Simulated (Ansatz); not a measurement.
This script makes relaxations under a series of pressures of ZnPt3, space group Pm-3m with Ansatz's Python interface.

Script `compress_znpt3.py`:
```python
"""Volume and enthalpy of ZnPt3 against pressure."""

from dataclasses import dataclass
import warnings

import ansatz as az
import numpy as np


@dataclass(frozen=True)
class RunConfig:
    mesh: tuple[int, ...] = (6, 6, 6)
    smearing: str = "fermi_dirac"
    width_ev: float = 0.1


opts = RunConfig()

def edges_and_angles(cell):
    cell = np.asarray(cell)
    a, b, c = np.linalg.norm(cell, axis=1)
    cosines = cell[1] @ cell[2] / (b * c), cell[0] @ cell[2] / (a * c), cell[0] @ cell[1] / (a * b)
    return (a, b, c, *np.degrees(np.arccos(cosines)))

warnings.simplefilter("ignore", az.DeckWarning)

lattice = az.Lattice.of(
    (3.893, 0.0, 0.0),
    (0.0, 3.893, 0.0),
    (0.0, 0.0, 3.893),
)
sites = [
    ("Zn", (0.0, 0.0, 0.0)),
    ("Pt", (0.0, 0.5, 0.5)),
    ("Pt", (0.5, 0.0, 0.5)),
    ("Pt", (0.5, 0.5, 0.0)),
]
xtal = az.Crystal(lattice=lattice)
for symbol, position in sites:
    xtal = xtal.atom(symbol, position)

calculation = (
    xtal.calculation()
    .functional(az.Functional.PBESOL)
    .kpoints(*opts.mesh)
    .occupations(opts.smearing, width=opts.width_ev)
)

# H = F + PV, with 1 GPa A^3 = 1/160.21766 eV
rows = []
for pressure in [0, 5, 10, 20]:
    out = calculation.relax(cell=True, pressure=pressure, force_tolerance=0.05).run(threads=1, backend="cpu")
    cell = out.lattice.cell_ang
    n_atoms = len(out.lattice.sites)
    volume = abs(np.linalg.det(cell)) / n_atoms
    enthalpy = out.report["free_energy_ev"] / n_atoms + pressure * volume / 160.21766
    rows.append((pressure, volume, enthalpy, *edges_and_angles(cell)))
    print(f"{pressure} GPa done: {volume:.4f} A^3/atom")

print(" P (GPa)  V (A^3/atom)  H (eV/atom)     a       b       c")
for row in rows:
    print("{:8.1f} {:12.4f} {:14.5f} {:7.4f} {:7.4f} {:7.4f}".format(*row[:6]))
p, v = np.array([row[0] for row in rows], float), np.array([row[1] for row in rows])
print("mean bulk modulus between rows (GPa):", np.round(-np.diff(p) / np.diff(np.log(v)), 1))
```

How far does the cell shrink over this series of pressures, and what bulk modulus does the first step imply?

The volume falls from 14.55 Å³ an atom at 0 GPa to 13.59 at 20 GPa, by 6.6 %. Between 0 and 5 GPa, -V dP/dV is about 259 GPa, a mean over that step.

What the script printed:

```console
$ python compress_znpt3.py
0 GPa done: 14.5499 A^3/atom
5 GPa done: 14.2713 A^3/atom
10 GPa done: 14.0215 A^3/atom
20 GPa done: 13.5917 A^3/atom
 P (GPa)  V (A^3/atom)  H (eV/atom)     a       b       c
     0.0      14.5499   -10108.42635  3.8753  3.8753  3.8753
     5.0      14.2713   -10107.97672  3.8504  3.8504  3.8504
    10.0      14.0215   -10107.53530  3.8278  3.8278  3.8278
    20.0      13.5917   -10106.67393  3.7883  3.7883  3.7883
mean bulk modulus between rows (GPa): [258.7 283.1 321.2]
```

Caveats:
- Absolute energies stand on the zero of these potentials, so only differences at equal settings mean something.
- The run is spin-unpolarised.
- At a fixed pressure a relaxation lowers the enthalpy F + PV, while F alone can rise.
- For a metal this k-point mesh is coarse: on a finer one energies can move by several to tens of meV an atom and pressures by half a GPa or more, differences at one mesh by less.
- Spin-orbit coupling, which matters for elements this heavy, is left out.
- The starting cell is as deposited in a crystallographic database; the results hold for this polymorph, which needn't be the stable one.
- Symmetry holds the cell in this phase, whether or not it is the stable one at each pressure.
- Hardware and time: 56 s on 1 thread of Arm Neoverse V1 (shared host), peak memory 0.44 GiB.
